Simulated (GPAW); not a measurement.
# Ta4N3 (I4/mmm) in GPAW: band structure with PBEsol

Aim: the band structure of Ta4N3 with PBEsol.

Everything below comes from runs of GPAW 26.7.0. Logs are shortened: lines on timing, memory, paths and dates and some standing lists are left out, and cuts for length are marked. The log counts tension as positive stress, the text compression.

## (1) Starting point

It takes space group I4/mmm (No. 139, tetragonal). The conventional cell has a = 4.406 Å, b = 4.406 Å, c = 8.621 Å, α = 90.00°, β = 90.00°, γ = 90.00°. Ta (site symmetry 4mm) has 5 N at 2.21 to 2.27 Å as nearest neighbours. Ta (site symmetry mmm) is surrounded by 4 N at 2.16 to 2.20 Å. Around N (site symmetry -4m2) lie 6 Ta at 2.16 to 2.21 Å. Around N (site symmetry 4/mmm) lie 6 Ta at 2.20 to 2.27 Å.

The cell comes from a database or a generator and needn't be the stable form of this composition.

## (2) Band structure, PBEsol

run.py

```python
from ase import Atoms
from ase.dft.bandgap import bandgap
from ase.io import write
from ase.units import GPa
from gpaw import GPAW, PW, setup_paths

setup_paths.insert(0, '.')

atoms = Atoms(['Ta', 'Ta', 'Ta', 'Ta', 'N', 'N', 'N'],
              cell=[[-2.203196, 2.203196, 4.310613],
                    [2.203196, -2.203196, 4.310613],
                    [2.203196, 2.203196, -4.310613]],
              scaled_positions=[[0.73618, 0.73618, 0.0],
                                [0.5, 0.0, 0.5],
                                [0.26382, 0.26382, 0.0],
                                [0.0, 0.5, 0.5],
                                [0.25, 0.75, 0.5],
                                [0.0, 0.0, 0.0],
                                [0.75, 0.25, 0.5]],
              pbc=True)

calc = GPAW(mode=PW(800),
            xc='PBEsol',
            kpts={'size': (6, 6, 6), 'gamma': True},
            occupations={'name': 'fermi-dirac', 'width': 0.05},
            nbands=59,
            convergence={'density': 1e-05, 'energy': 1e-05},
            maxiter=150,
            txt='gpaw.txt')
atoms.calc = calc
energy = atoms.get_potential_energy()
forces = atoms.get_forces()
stress = atoms.get_stress()
calc.write('gs.gpw')
write('result.traj', atoms)
print(f'Energy: {energy:.6f} eV')
print('Forces (eV/A):')
print(forces.round(4))
print('Stress (GPa):', (stress / GPa).round(3))
print('Fermi level:', round(calc.get_fermi_level(), 4), 'eV')
print(f'Gap: {bandgap(calc)[0]:.4f} eV, direct: {bandgap(calc, direct=True)[0]:.4f} eV')

path = atoms.cell.bandpath('GXYSGZS1NPY1Z,XP', npoints=80, eps=1e-4)
bs_calc = calc.fixed_density(kpts=path, symmetry='off', nbands=82,
                             convergence={'bands': 'CBM+6.0', 'eigenstates': 1e-6}, txt='bands.txt')
bs = bs_calc.band_structure()
bs.write('bs.json')
print(f'Gap on the path: {bandgap(bs_calc)[0]:.4f} eV')
```

Potentials or basis: PAW data sets generated in the run's folder for this functional, pw.

Run with:

```bash
$ gpaw-setup -f PBEsol N Ta
$ OMP_NUM_THREADS=1 python run.py
```

gpaw.txt:

```text
__  _  _
 | _ |_)|_||  |
 |__||  | ||/\| - 26.7.0

Input parameters:
  mode=PW(ecut=800.0),
  convergence={'density': 1e-05, 'energy': 1e-05},
  kpts=MonkhorstPack(size=(6, 6, 6), gamma=True),
  maxiter=150,
  nbands=59,
  occupations=Occupations(name='fermi-dirac', width=0.05),
  xc=XC(name='PBEsol')

Diagonalizing LCAO Hamiltonian
Converting LCAO to pw mode

       Ta

         N
       Ta   N

         Ta
       N    Ta

Atoms  # Å, Bohr magnetons
|   | symbol |         x |         y |        z |    initial magnetic moments |
|---|--------|-----------|-----------|----------|-----------------------------|
| 0 |     Ta |  0.000000 | -0.000000 | 6.346774 | ( 0.0000,  0.0000,  0.0000) |
| 1 |     Ta |  0.000000 |  2.203196 | 0.000000 | ( 0.0000,  0.0000,  0.0000) |
| 2 |     Ta | -0.000000 |  0.000000 | 2.274452 | ( 0.0000,  0.0000,  0.0000) |
| 3 |     Ta |  2.203196 |  0.000000 | 0.000000 | ( 0.0000,  0.0000,  0.0000) |
| 4 |      N |  2.203196 |  0.000000 | 2.155307 | ( 0.0000,  0.0000,  0.0000) |
| 5 |      N |  0.000000 |  0.000000 | 0.000000 | ( 0.0000,  0.0000,  0.0000) |
| 6 |      N |  0.000000 |  2.203196 | 2.155307 | ( 0.0000,  0.0000,  0.0000) |

Unit cell  # Å
| periodic |         x |         y |         z |  lengths |     angles |
|----------|-----------|-----------|-----------|----------|------------|
|      yes | -2.203196 |  2.203196 |  4.310613 | 5.318790 | 131.058483 |
|      yes |  2.203196 | -2.203196 |  4.310613 | 5.318790 | 131.058483 |
|      yes |  2.203196 |  2.203196 | -4.310613 | 5.318790 |  71.720178 |

Number of symmetries: 16
Symmetry operations  # r_c * U_cc + t_c -> r_c
|    | kind |            matrix            |
|----|------|------------------------------|
|  0 |  σ   |  1, 1, 1,  0, 0,-1,  0,-1, 0 |
|  1 |  C4  |  1, 1, 1,  0, 0,-1, -1, 0, 0 |
|  2 |  E   |  1, 0, 0,  0, 1, 0,  0, 0, 1 |
|  3 |  σ   |  1, 0, 0,  0, 1, 0, -1,-1,-1 |
|  4 |  σ   |  0, 1, 0,  1, 0, 0,  0, 0, 1 |
|  5 |  C2  |  0, 1, 0,  1, 0, 0, -1,-1,-1 |
|  6 |  C2  |  0, 0, 1, -1,-1,-1,  1, 0, 0 |
|  7 |  S4  |  0, 0, 1, -1,-1,-1,  0, 1, 0 |
|  8 |  C4  |  0, 0,-1,  1, 1, 1,  0,-1, 0 |
|  9 |  σ   |  0, 0,-1,  1, 1, 1, -1, 0, 0 |
| 10 |  σ   |  0,-1, 0, -1, 0, 0,  1, 1, 1 |
| 11 |  C2  |  0,-1, 0, -1, 0, 0,  0, 0,-1 |
| 12 |  C2  | -1, 0, 0,  0,-1, 0,  1, 1, 1 |
| 13 |  i   | -1, 0, 0,  0,-1, 0,  0, 0,-1 |
| 14 |  S4  | -1,-1,-1,  0, 0, 1,  1, 0, 0 |
| 15 |  C2  | -1,-1,-1,  0, 0, 1,  0, 1, 0 |

BZ-sampling:
  Number of BZ points: 216
  Number of IBZ points: 30

  Monkhorst-Pack size: [6, 6, 6]
  Monkhorst-Pack shift: [0.08333333333333333, 0.08333333333333333, 0.08333333333333333]

K-points  # in reciprocal-cell coordinates
|     |                                coordinates |     weight |
|-----|--------------------------------------------|------------|
|   0 | (  0.00000000,   0.00000000,   0.00000000) | 0.00462963 |
|   1 | (  0.16666667,  -0.16666667,   0.00000000) | 0.01851852 |
|   2 | (  0.16666667,  -0.16666667,   0.16666667) | 0.01851852 |
|   3 | (  0.16666667,   0.00000000,   0.00000000) | 0.03703704 |
|   4 | (  0.16666667,   0.16666667,  -0.16666667) | 0.00925926 |
|   5 | (  0.33333333,  -0.33333333,   0.00000000) | 0.01851852 |
|   6 | (  0.33333333,  -0.33333333,   0.16666667) | 0.03703704 |
|   7 | (  0.33333333,  -0.33333333,   0.33333333) | 0.01851852 |
|   8 | (  0.33333333,  -0.16666667,   0.00000000) | 0.07407407 |
|   9 | (  0.33333333,  -0.16666667,   0.16666667) | 0.03703704 |
| ... |                                            |            |
|  29 | (  0.50000000,   0.50000000,   0.50000000) | 0.00462963 |

Plane wave coefficients: 4336
Cutoff: 800.0 eV

Spin-components: 1 (collinear spins)
Bands:           59
Projectors:      39
Spin-degeneracy: 2
Datatype:        complex128

Parallelization:
  kpt:    1
  domain: 1
  band:   1

Density:
  Valence electrons: 67.0
  Components: 1
  Grid points: [35 35 35]
  Charge: 0.0  # |e|

Potential:
  Grid points: [35 35 35]

species:
  Ta:
    name:    Tantalum
    Z:       73.0
    valence: 13
    core:    60
    charge:  0.0  # [|e|]
    compensation charges:
      type: gauss
      rc: 0.42  # [Å]
      lmax: 2
    cutoffs:
      filter: 2.36  # [Å]
      core: 3.45  # [Å]
    projectors
    | kind |    occ | energy [eV] | rcut [Å] |
    |------|--------|-------------|----------|
    |   5s |  2.000 |     -72.818 |    1.365 |
    |   6s |  2.000 |      -5.457 |    1.365 |
    |   5p |  6.000 |     -39.444 |    1.349 |
    |   6p |  0.000 |      -1.369 |    1.349 |
    |   5d |  3.000 |      -3.632 |    1.307 |
    |    d |        |      23.579 |    1.307 |

    Using partial waves for Ta as LCAO basis

  N:
    name:    Nitrogen
    Z:       7.0
    valence: 5
    core:    2
    charge:  0.0  # [|e|]
    compensation charges:
      type: gauss
      rc: 0.18  # [Å]
      lmax: 2
    cutoffs:
      filter: 1.11  # [Å]
      core: 0.96  # [Å]
    projectors
    | kind |    occ | energy [eV] | rcut [Å] |
    |------|--------|-------------|----------|
    |   2s |  2.000 |     -18.455 |    0.603 |
    |   2p |  3.000 |      -7.035 |    0.529 |
    |    s |        |       8.756 |    0.603 |
    |    p |        |      20.177 |    0.529 |
    |    d |        |       0.000 |    0.577 |

    Using partial waves for N as LCAO basis

Reference energy: -1700612.471505  # eV

eigensolver:
  PPCG
  Converge bands: occupied
  niter=2

density mixing:
  MSR1-Mixer
  Pratt-step length: 0.05
  Maximum mixing coefficient: 0.75
  Old densities: 10
  SVD Regularization: 0.005
  Good broyden scale: 1.0
  Trust region scale: 1.0
  Backstep threshold: 4.0
  History deletion threshold: 6.0
  Fourier metric: weight=20.0, sigma=0.015

occupation numbers:
  Fermi-Dirac:
    width: 0.0500  # eV

poisson solver:
  ecut: 6400.0  # eV

xc functional:
  name: PBEsol with 2 nearest neighbor stencil

convergence criteria:
- Maximum integral of absolute [dens]ity change: 1e-05 electrons / valence electron
- Maximum [total energy] change in last 3 cyles: 1e-05 eV / valence electron
- Maximum integral of absolute [eigenst]ate change: 4e-08 eV^2 / valence electron
maximum number of iterations: 150

SCF iterations
|iter     | |      energy | eigst |  dens |
|---------|-|-------------|-------|-------|
|iter:   1| |  -80.704652 | +0.27 |       |
|iter:   2| |  -79.382796 | -1.76 | -1.01 |
|iter:   3| |  -76.130562 | -0.85 | -1.06 |
|iter:   4| |  -76.041759 | -2.18 | -1.63 |
|iter:   5| |  -76.057820 | -2.92 | -1.91 |
|iter:   6| |  -76.047300 | -3.37 | -2.14 |
|iter:   7| |  -76.047910 | -4.18 | -2.55 |
|iter:   8| |  -76.047832c| -5.24 | -3.38 |
|iter:   9| |  -76.047844c| -6.36 | -3.72 |
|iter:  10| |  -76.047844c| -7.38 | -4.18 |
|iter:  11| |  -76.047844c| -7.57c| -4.78 |
|iter:  12| |  -76.047844c| -8.38c| -5.71c|

Converged in 12 steps
Energy contributions relative to reference atoms: (reference = -1700612.471505)

Energy contributions:
  Kinetic:          41.037564
  Coulomb:         -47.012615
  Zero:             -0.564180
  External:          0.000000
  Xc:              -69.500922
  Entropy:          -0.015381
  Spinorbit:         0.000000
  ----------------------------
  Free energy:     -76.055534
  Extrapolated:    -76.047844

dipole moment: (-21.282464, -21.282464, -10.717222)  # |e|*Ang

Fermi level: 13.884
Eigenvalues  # (at kpt = [0.000, 0.000, 0.000])
| band index |      eig [eV] | occ [0-2] |
|------------|---------------|-----------|
|          0 |       -54.833 |     2.000 |
|        ... |               |           |
|         27 |         9.760 |     2.000 |
|         28 |        10.151 |     2.000 |
|         29 |        10.151 |     2.000 |
|         30 |        12.687 |     2.000 |
|         31 |        12.687 |     2.000 |
|         32 |        13.022 |     2.000 |
[... 8 lines left out ...]
|         41 |        17.549 |     0.000 |
|         42 |        17.710 |     0.000 |
|        ... |               |           |
|         58 |        27.943 |     0.000 |

No gap
No difference between direct/indirect transitions

Forces  # eV/Ang
|        x |       y |        z |
|----------|---------|----------|
|  0.00000 | 0.00000 |  0.23179 |  # Ta   0
|  0.00000 | 0.00000 | -0.00000 |  # Ta   1
| -0.00000 | 0.00000 | -0.23179 |  # Ta   2
|  0.00000 | 0.00000 | -0.00000 |  # Ta   3
|  0.00000 | 0.00000 |  0.00000 |  # N    4
|  0.00000 | 0.00000 |  0.00000 |  # N    5
|  0.00000 | 0.00000 |  0.00000 |  # N    6

Stress tensor  # eV/Ang^3
|         x |         y |         z |
|-----------|-----------|-----------|
|  0.063692 |  0.000000 | -0.000000 |
|  0.000000 |  0.063692 | -0.000000 |
| -0.000000 | -0.000000 |  0.059166 |

# Writing to gs.gpw (mode='')
```

Wall time 11 min (1 thread of Arm Neoverse V1, shared host); peak memory 1 GiB.

Results:

* Free energy: -76.0555 eV
* Pressure: -10.0 GPa
* Largest force: 0.232 eV/Å
* Band gap along the path: none (metal or under the smearing width)

Forces on the atoms (eV/Å):
```
Ta   0.000  0.000  0.232
Ta   0.000  0.000  0.000
Ta   0.000  0.000 -0.232
Ta   0.000  0.000  0.000
N    0.000  0.000  0.000
N    0.000  0.000  0.000
N    0.000  0.000  0.000
```

Levels at the corners of the path, in eV from the Fermi level:
| point | band 29 | band 30 | band 31 | band 32 | band 33 | band 34 | band 35 | band 36 | band 37 | band 38 |
| --- | --- | --- | --- | --- | --- | --- | --- | --- | --- | --- |
| Γ | -3.73 | -3.73 | -1.20 | -1.20 | -0.86 | -0.60 | -0.60 | 0.87 | 0.94 | 0.94 |
| X | -2.01 | -1.89 | -1.63 | -1.55 | 1.21 | 1.28 | 1.32 | 2.15 | 2.26 | 2.64 |
| Y | -2.52 | -2.40 | -1.63 | -1.17 | -0.51 | 0.90 | 1.39 | 2.07 | 2.46 | 2.67 |
| S | -3.65 | -3.59 | -1.74 | -1.58 | -0.54 | -0.45 | 0.90 | 1.79 | 1.84 | 2.02 |
| Γ | -3.73 | -3.73 | -1.20 | -1.20 | -0.86 | -0.60 | -0.60 | 0.87 | 0.94 | 0.94 |
| Z | -4.04 | -3.85 | -3.85 | -3.55 | -2.69 | 0.76 | 0.76 | 1.49 | 2.37 | 2.68 |
| S1 | -3.65 | -3.59 | -1.74 | -1.58 | -0.54 | -0.45 | 0.90 | 1.79 | 1.84 | 2.02 |
| N | -2.86 | -2.65 | -1.56 | -1.26 | -0.45 | -0.02 | 0.61 | 1.05 | 1.29 | 2.45 |
| P | -1.76 | -1.76 | -1.65 | -1.45 | 1.47 | 1.47 | 1.88 | 1.94 | 2.06 | 2.11 |
| Y1 | -2.52 | -2.40 | -1.63 | -1.17 | -0.51 | 0.90 | 1.39 | 2.07 | 2.46 | 2.67 |
| Z | -4.04 | -3.85 | -3.85 | -3.55 | -2.69 | 0.76 | 0.76 | 1.49 | 2.37 | 2.68 |
| X | -2.01 | -1.89 | -1.63 | -1.55 | 1.21 | 1.28 | 1.32 | 2.15 | 2.26 | 2.64 |
| P | -1.76 | -1.76 | -1.65 | -1.45 | 1.47 | 1.47 | 1.88 | 1.94 | 2.06 | 2.11 |

Caveat: spin-orbit coupling is left out, which moves the levels of the heavy elements.
